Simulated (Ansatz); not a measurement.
# CdIr (P4mm) in Ansatz: reference runs

How does CdIr come out in PBE? The cell is run as given and disturbed.

All numbers are computed with Ansatz 0.2.0; they aren't measurements. Logs are shortened: lines on timing, memory, paths and dates and some standing lists are left out, and cuts for length are marked.

## 1. The crystal as given

Symmetry: P4mm, No. 99, tetragonal system. The conventional cell has a = 3.284 Å, b = 3.284 Å, c = 3.386 Å, α = 90.00°, β = 90.00°, γ = 90.00°. Cd (site symmetry 4mm) is surrounded by 4 Ir at 2.50 Å. Ir (site symmetry 4mm) has 4 Cd at 2.50 Å as nearest neighbours.

The cell was built by a generator and needn't be a form met in nature.

## 2. Single point, PBE

Input file input.yaml:

```yaml
crystal:
  lattice:
    - [3.28390895, 0.0, 0.0]
    - [0.0, 3.28390895, 0.0]
    - [0.0, 0.0, 3.38617511]
  atoms:
    - { symbol: Cd, position: [0.0, 0.0, 0.74247615] }
    - { symbol: Ir, position: [0.5, 0.5, 0.01873783] }
kpoints:
  mp_grid: { grid: [8, 8, 8] }
scf:
  occupations: { method: fermi_dirac, width: 0.05 }
hamiltonian:
  xc: pbe
  pseudopotentials: { kind: all_electron, lapw: { basis_error: 0.001 } }
output:
  forces: true
  stress: true
  eigenvalues: true
  populations: true
```

Potentials or basis: all-electron LAPW, scalar-relativistic.

Started as:

```bash
$ ansatz run input.yaml --threads 1 --pin off --max-ram 3072MiB --backend cpu --events-out ev --progress --plain --runs-dir out
```

The log of the run:

```text
Warning: RAYON_NUM_THREADS=1 ignored (pool sized by the plan → 1); use --threads N
Cd: projections on atomic orbitals take those of the free atom 1s2 2s2 2p6 3s2 3p6 3d10 4s2 4p6 4d10 5s2, of charge +0.00 (hamiltonian.pseudopotentials.projection_atoms)
Ir: projections on atomic orbitals take those of the free atom 1s2 2s2 2p6 3s2 3p6 3d10 4s2 4p6 4d10 4f14 5s2 5p6 5d7 6s2, of charge +0.00 (hamiltonian.pseudopotentials.projection_atoms)
LAPW: plane waves up to 9.447 Å⁻¹, error target 1.0e-3 eV per atom; small_component_spin mean_spin; Cd in spheres of 1.243 Å, 30 of its electrons in bands, Dirac shells []; Ir in spheres of 1.260 Å, 47 of its electrons in bands, Dirac shells [] (how accurate: hamiltonian.pseudopotentials.lapw.basis_error, Limitations)
Engine: ansatz 0.2.0, aarch64-unknown-linux-gnu
Pseudopotentials: kind: all_electron
Pseudopotential: Cd, LAPW, valence charge 30, lapw/all_electron/scalar/gaussian/Cd, Koelling and Harmon's equation, gaussian nucleus
Pseudopotential: Ir, LAPW, valence charge 47, lapw/all_electron/scalar/gaussian/Ir, Koelling and Harmon's equation, gaussian nucleus
Functional definition: PBE
  parameter kappa = 0.804
  parameter beta = 0.06672455060314922
  exchange = pbe_x(kappa = kappa, mu = beta*pi^2/3)
  correlation = pbe_c(beta = beta)
Crystal: 2 atoms, lattice volume = 36.517 Å³
Basis set: ecut = 340.0134942886993 eV, 495 PW (Γ), exchange–correlation at level 2
Bands: 47, of which v1, the nominal top of the filled ones, is band 39 counted from 1 (38 counted from 0)
Symmetry: 8 space group operations
Space group: P4mm (ITA 99), of the structure as read, at distance tolerance 3.3e-5 Å
k-points: 75 of 512 (time reversal used)
Non-local potential: Cd, projectors of the file, none
Non-local potential: Ir, projectors of the file, none
Initial density: superposition of atomic densities (chi_scale 0.1, normalization cell, long waves kept (reshape's long-wave potential 0.00 eV rms))
Initial wavefunctions: plane waves of lowest kinetic energy (no species holds an atomic orbital)
Functional: x = pbe(κ = 0.804, μ = 0.2195149727645171), c = pbe(β = 0.06672455060314922)
iter 1 solved again at ethr=2.60e-3 eV; its pass at ethr=1.00e-1 eV (dr2=2.01e0 eV) is discarded
SCF iter   1: F=—  HF=-637259.924671 eV  |F-HF|=—  |Δ(HF+E_count)|=         —  Δρ=5.17e-2  dr2=2.00e0  ethr=2.60e-3  ⟨swp⟩=2.0  Hψ=20821  notcnv=0
preconditioner: auto → LDOS  [metal: Δε(μ)=0.014 eV  Ē_g=15.108 eV  σ=0.050 eV  W_gap=0.07  n_scr=18 (ndim 8)  ℏωp=28.2 eV  f_vac=0.058  D(μ)=2.86/eV (n_scr^D=28)  β→1.0]
SCF iter   2: F=—  HF=-637259.288860 eV  |F-HF|=—  |Δ(HF+E_count)|=   6.36e-1  Δρ=2.19e-2  dr2=2.74e-1  ethr=2.60e-3  ⟨swp⟩=2.8  Hψ=10126  notcnv=0  defer=1
SCF iter   3: F=—  HF=-637259.185221 eV  |F-HF|=—  |Δ(HF+E_count)|=   1.04e-1  Δρ=1.53e-2  dr2=1.53e-1  ethr=3.56e-4  ⟨swp⟩=2.8  Hψ=10777  notcnv=0
iter 4 solved again at ethr=8.73e-6 eV; its pass at ethr=1.99e-4 eV (dr2=6.73e-3 eV) is discarded
SCF iter   4: F=—  HF=-637259.113328 eV  |F-HF|=—  |Δ(HF+E_count)|=         —  Δρ=3.55e-3  dr2=6.73e-3  ethr=8.73e-6  ⟨swp⟩=2.0  Hψ=17770  notcnv=0
the basis was enlarged: its passes take 383.7 KiB over the memory plan, 1 of 1 planned eigensolver slots
SCF iter   5: F=—  HF=-637259.106985 eV  |F-HF|=—  |Δ(HF+E_count)|=   6.34e-3  Δρ=6.53e-4  dr2=1.56e-4  ethr=8.73e-6  ⟨swp⟩=2.1  Hψ=10051  notcnv=0
SCF iter   6: F=—  HF=-637259.106908 eV  |F-HF|=—  |Δ(HF+E_count)|=   7.72e-5  Δρ=2.55e-4  dr2=1.45e-5  ethr=2.02e-7  ⟨swp⟩=2.1  Hψ=10036  notcnv=0
SCF iter   7: F=—  HF=-637259.106891 eV  |F-HF|=—  |Δ(HF+E_count)|=   1.67e-5  Δρ=9.09e-5  dr2=1.58e-6  ethr=1.88e-8  ⟨swp⟩=3.0  Hψ=10173  notcnv=0
SCF iter   8: F=—  HF=-637259.106893 eV  |F-HF|=—  |Δ(HF+E_count)|=   1.58e-6  Δρ=3.14e-5  dr2=2.04e-7  ethr=2.05e-9  ⟨swp⟩=3.0  Hψ=10464  notcnv=0
SCF iter   9: F=-637259.106893 eV  HF=-637259.106893 eV  |F-HF|=1.76e-8  |Δ(HF+E_count)|=   3.17e-7  Δρ=7.54e-6  dr2=1.20e-8  ethr=2.65e-10  ⟨swp⟩=3.0  Hψ=10454  notcnv=0
SCF 1 converged in 9 iterations: F = -637259.106893 eV  dr2 = 1.20e-8
SCF converged after 9 iterations
Free energy (F): -637259.106893 eV
Harris-Foulkes:  -637259.106893 eV  (|F-HF|=1.76e-8)
Internal energy: -637259.081991 eV  (E = F + TS)
E sigma→0 (E₀):  -637259.094442 eV
Entropy (-TS):   -0.024902 eV (-12.451 meV/atom)
Fermi energy:    20.360913 eV
--- Per-component energies (eV) ---
  E_band       = -10026.331275
  E_kinetic    = 708309.631043
  E_xc         = -13686.629686
  E_electrostatic = -1331882.083348  (all electrons and nuclei)
  E_smearing   = -0.024902  (= −TS)
  E_closure    = 0.000000  (closes the sum)
  E_atoms      = -637251.439817  (free atoms, spherical and without spin; not in F)
  Σ components = -637259.106893   (vs F -637259.106893, Δ=0.00e0)
  Basis errors (estimates in eV, not in F): energy 3.8e-4 per atom: plane waves 3.5e-4 (2.0e-4 summed), levels above the bands 2.0e-155, relativity 5.6e-8, radial functions 3.1e-5, core shells 1.8e-7; eigenvalues (radial functions only) 4.3e-6; not estimated: angular momenta, meshes, grids; target (lapw.basis_error) 1.0e-3; muffin-tin radii Cd 1.243 Å, Ir 1.260 Å
--- Forces (eV/Å), atoms counted from 1 ---
  atom   1  Cd    -0.00000000     0.00000000    -3.54839129
  atom   2  Ir     0.00000000     0.00000000     3.54842148
  max |Σ_I F_I| component: 3.02e-5 eV/Å
--- Stress (GPa, compression-positive) ---
       28.730376       0.000000       0.000000
        0.000000      28.730376       0.000000
        0.000000       0.000000      -2.759633
  P = ⅓ Tr σ = 18.2337 GPa (182.337 kbar)
--- Band table (eV; the first three rows and the last of 75) ---
  k-point 0: bands = ["-468.7314", "-468.7314", "-468.7023", "-368.9842", "-368.9793", "-368.9793", "-368.9694", "-368.9528", "-263.2419", "-263.2310", "-263.2289", "-263.1909", "-263.1909", "-81.5986", "-70.5567", "-42.6703", "-42.6703", "-42.6427", "-34.9214", "-34.9214", "-34.8923", "-34.8804", "-34.8804", "-34.8708", "-34.8647", "-27.5318", "-27.5318", "-27.4067", "11.3480", "11.6484", "11.9701", "12.2019", "12.5950", "12.5950", "17.5001", "18.4318", "19.8573", "19.8573", "20.5580", "27.1434", "27.1434", "28.7852", "29.2551", "33.8255", "34.2019", "38.6821", "38.6821"]
  k-point 1: bands = ["-468.7314", "-468.7314", "-468.7023", "-368.9842", "-368.9793", "-368.9793", "-368.9694", "-368.9528", "-263.2419", "-263.2310", "-263.2289", "-263.1909", "-263.1909", "-81.5986", "-70.5565", "-42.6702", "-42.6702", "-42.6436", "-34.9214", "-34.9214", "-34.8924", "-34.8804", "-34.8804", "-34.8708", "-34.8647", "-27.5314", "-27.5314", "-27.4116", "11.3690", "11.7112", "11.9789", "12.4202", "12.5692", "12.5692", "17.5942", "18.4122", "19.7041", "19.7041", "20.5425", "26.0146", "27.5920", "27.5920", "31.8470", "33.7898", "34.1892", "38.9049", "38.9049"]
  k-point 2: bands = ["-468.7314", "-468.7314", "-468.7023", "-368.9842", "-368.9793", "-368.9793", "-368.9694", "-368.9528", "-263.2419", "-263.2310", "-263.2289", "-263.1909", "-263.1909", "-81.5985", "-70.5563", "-42.6701", "-42.6701", "-42.6458", "-34.9214", "-34.9214", "-34.8925", "-34.8804", "-34.8804", "-34.8708", "-34.8647", "-27.5307", "-27.5307", "-27.4236", "11.4205", "11.8323", "12.0000", "12.5076", "12.5076", "13.0800", "17.7648", "18.3639", "19.3764", "19.3764", "20.5048", "23.4710", "28.7672", "28.7672", "32.4665", "32.9904", "36.7046", "38.5421", "38.5421"]
  k-point 74: bands = ["-468.7314", "-468.7314", "-468.7023", "-368.9842", "-368.9793", "-368.9793", "-368.9694", "-368.9528", "-263.2419", "-263.2310", "-263.2289", "-263.1909", "-263.1909", "-81.5975", "-70.5535", "-42.6803", "-42.6803", "-42.6477", "-34.9216", "-34.9216", "-34.8925", "-34.8805", "-34.8805", "-34.8705", "-34.8647", "-27.5761", "-27.5761", "-27.4319", "11.7218", "12.0839", "12.0839", "12.8457", "12.9281", "16.3887", "17.2905", "17.2905", "20.7613", "20.7820", "23.8053", "24.3111", "24.3111", "25.2166", "26.6467", "29.5716", "30.0655", "30.0655", "44.2988"]
--- Löwdin populations: 2 sites ---
  site symbol       q [e]
     0     Cd     47.0399
     1     Ir     77.5100
  spilling = 0.003600 (of n_electrons = 125.000000)
```

It took 81 s on 1 thread of Arm Neoverse V2, shared host; peak memory 0.49 GiB.

Results:

```
Free energy            : -637259.1069 eV
Pressure               : 18.2 GPa
Largest force          : 3.548 eV/Å
Band gap on the k mesh : none (metal or under the smearing width)
```

Forces in eV/Å, atoms in the order of the input:
```
Cd   0.000  0.000 -3.548
Ir   0.000  0.000  3.548
```

Levels at points of the mesh, in eV from the Fermi level:
```
              k point  band 36  band 37  band 38  band 39  band 40  band 41
   (0.00, 0.00, 0.00)    -1.93    -0.50    -0.50     0.20     6.78     6.78
  (0.00, 0.00, -0.50)    -2.07    -1.38    -1.38     0.09     0.94    10.80
  (0.00, -0.50, 0.00)    -1.93    -1.46    -0.76     0.11     0.73     8.74
 (0.00, -0.50, -0.50)    -0.92    -0.51    -0.27     0.38     0.76     2.95
 (-0.50, -0.50, 0.00)    -1.55    -1.55     0.20     0.20     0.38     3.77
(-0.50, -0.50, -0.50)    -3.07     0.40     0.42     3.44     3.95     3.95
```

Caveat: so large a pressure means that the cell lies far from this level's equilibrium, or that cutoff or potentials fall short; forces of over 1 eV/Å show positions far from the minimum, so gaps and moduli don't describe the material at rest. Spin-orbit coupling is left out, which matters for the levels of Ir.

## 3. Single point, PBE (atoms moved at random, drawn with an rms of 0.05 Å)

input.yaml, as its differences from that of step 2:

```diff
@@ -6,4 +6,4 @@
   atoms:
-    - { symbol: Cd, position: [0.0, 0.0, 0.74247615] }
-    - { symbol: Ir, position: [0.5, 0.5, 0.01873783] }
+    - { symbol: Cd, position: [-0.00929, 0.000112, 0.741704] }
+    - { symbol: Ir, position: [0.50981, 0.502949, 0.028624] }
 kpoints:
```

Potentials or basis: all-electron LAPW, scalar-relativistic.

Started as:

```bash
$ ansatz run input.yaml --threads 1 --pin off --max-ram 3072MiB --backend cpu --events-out ev --progress --plain --runs-dir out
```

The log of the run:

```text
Warning: RAYON_NUM_THREADS=1 ignored (pool sized by the plan → 1); use --threads N
Cd: projections on atomic orbitals take those of the free atom 1s2 2s2 2p6 3s2 3p6 3d10 4s2 4p6 4d10 5s2, of charge +0.00 (hamiltonian.pseudopotentials.projection_atoms)
Ir: projections on atomic orbitals take those of the free atom 1s2 2s2 2p6 3s2 3p6 3d10 4s2 4p6 4d10 4f14 5s2 5p6 5d7 6s2, of charge +0.00 (hamiltonian.pseudopotentials.projection_atoms)
LAPW: plane waves up to 9.596 Å⁻¹, error target 1.0e-3 eV per atom; small_component_spin mean_spin; Cd in spheres of 1.226 Å, 30 of its electrons in bands, Dirac shells []; Ir in spheres of 1.245 Å, 47 of its electrons in bands, Dirac shells [] (how accurate: hamiltonian.pseudopotentials.lapw.basis_error, Limitations)
[... 3 set-up lines as earlier in the session ...]
[... 54 lines left out ...]
        0.184644      26.356744      -0.658437
       -4.359579      -0.658437      -2.682365
  P = ⅓ Tr σ = 16.4704 GPa (164.704 kbar)
--- Band table (eV; the first three rows and the last of 260) ---
  k-point 0: bands = ["-468.7297", "-468.7292", "-468.7049", "-368.9635", "-368.9595", "-368.9592", "-368.9493", "-368.9341", "-263.2405", "-263.2306", "-263.2264", "-263.1919", "-263.1914", "-81.5764", "-70.5521", "-42.6505", "-42.6463", "-42.6181", "-34.9172", "-34.9171", "-34.8938", "-34.8816", "-34.8809", "-34.8711", "-34.8625", "-27.5197", "-27.5178", "-27.4106", "11.4069", "11.6880", "12.0434", "12.1828", "12.6116", "12.6153", "17.5345", "18.3981", "19.8796", "19.8901", "20.5306", "27.1326", "27.1532", "28.6306", "29.3460", "33.7998", "34.2019", "38.5417", "38.5919"]
  k-point 1: bands = ["-468.7297", "-468.7292", "-468.7049", "-368.9635", "-368.9595", "-368.9592", "-368.9493", "-368.9341", "-263.2405", "-263.2306", "-263.2264", "-263.1919", "-263.1914", "-81.5763", "-70.5520", "-42.6505", "-42.6463", "-42.6189", "-34.9172", "-34.9171", "-34.8938", "-34.8816", "-34.8809", "-34.8711", "-34.8625", "-27.5194", "-27.5175", "-27.4156", "11.4284", "11.7535", "12.0520", "12.3987", "12.5894", "12.5911", "17.6239", "18.3767", "19.7224", "19.7332", "20.5132", "25.9719", "27.5897", "27.6089", "31.8270", "33.7994", "34.1666", "38.7256", "38.8111"]
  k-point 2: bands = ["-468.7297", "-468.7292", "-468.7049", "-368.9635", "-368.9595", "-368.9592", "-368.9493", "-368.9341", "-263.2405", "-263.2306", "-263.2264", "-263.1919", "-263.1914", "-81.5762", "-70.5518", "-42.6507", "-42.6461", "-42.6207", "-34.9172", "-34.9171", "-34.8940", "-34.8816", "-34.8808", "-34.8711", "-34.8625", "-27.5187", "-27.5168", "-27.4274", "11.4809", "11.8791", "12.0726", "12.5226", "12.5312", "13.0722", "17.7785", "18.3239", "19.3858", "19.3981", "20.4726", "23.4407", "28.7864", "28.7965", "32.4600", "33.0187", "36.6755", "38.3978", "38.4783"]
  k-point 259: bands = ["-468.7297", "-468.7292", "-468.7049", "-368.9635", "-368.9595", "-368.9592", "-368.9493", "-368.9341", "-263.2405", "-263.2306", "-263.2264", "-263.1919", "-263.1914", "-81.5752", "-70.5490", "-42.6598", "-42.6561", "-42.6236", "-34.9174", "-34.9173", "-34.8940", "-34.8817", "-34.8809", "-34.8709", "-34.8625", "-27.5640", "-27.5620", "-27.4362", "11.7705", "12.1050", "12.1062", "12.8812", "12.9553", "16.4383", "17.2637", "17.2678", "20.7675", "20.8082", "23.7798", "24.4017", "24.4325", "25.2067", "26.5933", "29.4643", "29.9912", "30.0265", "44.2350"]
--- Löwdin populations: 2 sites ---
  site symbol       q [e]
     0     Cd     47.0410
     1     Ir     77.5064
  spilling = 0.003621 (of n_electrons = 125.000000)
```

Run time: 4.2 min. Hardware: 1 thread of Arm Neoverse V2, shared host; peak memory 1.1 GiB.

What came out:

```
Free energy            : -637259.1996 eV
Pressure               : 16.5 GPa
Largest force          : 3.683 eV/Å
Band gap on the k mesh : none (metal or under the smearing width)
```

Forces in eV/Å, atoms in the order of the input:
```
Cd   1.055  0.159 -3.525
Ir  -1.055 -0.159  3.525
```

Stress tensor (GPa, compression positive):
```
25.74  0.18 -4.36
 0.18 26.36 -0.66
-4.36 -0.66 -2.68
```

Levels at points of the mesh, in eV from the Fermi level:
```tsv
k point	band 35	band 36	band 37	band 38	band 39	band 40	band 41	band 42	band 43	band 44
(0.00, 0.00, 0.00)	-2.81	-1.95	-0.47	-0.46	0.18	6.78	6.81	8.28	9.00	13.45
(0.00, 0.00, -0.50)	-3.06	-2.10	-1.36	-1.35	0.07	0.95	10.82	10.90	11.54	11.87
(0.00, -0.50, 0.00)	-3.61	-1.94	-1.41	-0.78	0.11	0.78	8.81	10.05	12.60	12.98
(0.00, -0.50, -0.50)	-2.78	-0.87	-0.45	-0.26	0.40	0.69	2.98	5.05	13.08	13.36
(-0.50, 0.00, 0.00)	-3.60	-1.94	-1.42	-0.78	0.11	0.79	8.82	10.05	12.72	12.99
(-0.50, 0.00, -0.50)	-2.78	-0.85	-0.47	-0.25	0.41	0.70	2.97	5.05	13.15	13.41
(-0.50, -0.50, 0.00)	-2.04	-1.50	-1.49	0.21	0.21	0.42	3.75	5.48	14.16	14.36
(-0.50, -0.50, -0.50)	-3.08	-3.08	0.42	0.46	3.43	4.05	4.08	4.86	6.25	9.12
```

The run has no spin-orbit coupling, so splittings on Ir are missing.
